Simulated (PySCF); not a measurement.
# C₂H₈FNSi₃: electronic excitations

Aim: predict the electronic excitations of C₂H₈FNSi₃ (`N#C[SiH2][SiH2][C@H](F)[SiH3]`).

Programs: PySCF 2.14.0, with density-fitted response routines of our own. Each step states its level of theory. These are calculated values for one molecule in the gas phase, unless marked as measured. Atoms are numbered from 0 throughout.

### Step 1. Starting geometry

15 atoms, charge 0, multiplicity 1; geometry from: GFN2-xTB.

Bonds of the start (Å): N0–C1 1.15, C1–Si2 1.87, Si2–Si3 2.32, Si3–C4 1.92, C4–F5 1.41, C4–Si6 1.92, Si2–H7 1.47, Si2–H8 1.47, Si3–H9 1.47, Si3–H10 1.47, C4–H11 1.10, Si6–H12 1.46, Si6–H13 1.46, Si6–H14 1.46.

### Step 2. Ultraviolet spectrum: CAM-B3LYP/def2-SVPD

What the job is given:

```
{"job": {"kind": "uv", "xc": "CAM-B3LYP", "basis": "def2-SVPD", "nstates": 8, "ntriplets": 3}, "charge": 0, "multiplicity": 1}
N     -2.264154     2.720599     0.188381
C     -2.217335     1.580934     0.074459
Si    -2.082357    -0.271016    -0.142866
Si    -0.254506    -0.675348    -1.508366
C      1.302900    -0.879432    -0.400159
F      0.996182    -1.882616     0.538600
Si     1.926011     0.654751     0.572212
H     -2.026352    -0.779109     1.231604
H     -3.379167    -0.643018    -0.724985
H     -0.414104    -1.924482    -2.267527
H      0.069112     0.388713    -2.465856
H      2.125302    -1.297177    -0.990583
H      0.800822     1.186364     1.339569
H      2.405449     1.609245    -0.425427
H      3.007782     0.219580     1.453376
```

Method: TDDFT CAM-B3LYP/def2-SVPD, vertical, gas phase, core orbitals frozen in the response.

On the command line:

```bash
$ OMP_NUM_THREADS=1 python probes_run.py task.json out
```

The driver reads the jobs from task.json and runs them one after another.

What will the session give for the following? lowest singlet (CAM-B3LYP/def2-SVPD); lowest triplet. Wanted: lowest singlet; lowest triplet.

The runs gave:

```
                            quantity                        value
lowest singlet (CAM-B3LYP/def2-SVPD)  6.88 eV (180 nm), f = 0.066
                      lowest triplet                      5.91 eV
```

The lowest singlet, at 6.88 eV, is HOMO→LUMO 0.49, HOMO−1→LUMO 0.09 and is bright; of the 8 states computed, the strongest absorption comes from states 1 to 2 together at 6.88 eV (the last state computed is bright too, and its partners may lie past the list). The lowest triplet lies 0.97 eV below the lowest singlet (triplets in Tamm-Dancoff, singlets in full TDDFT).
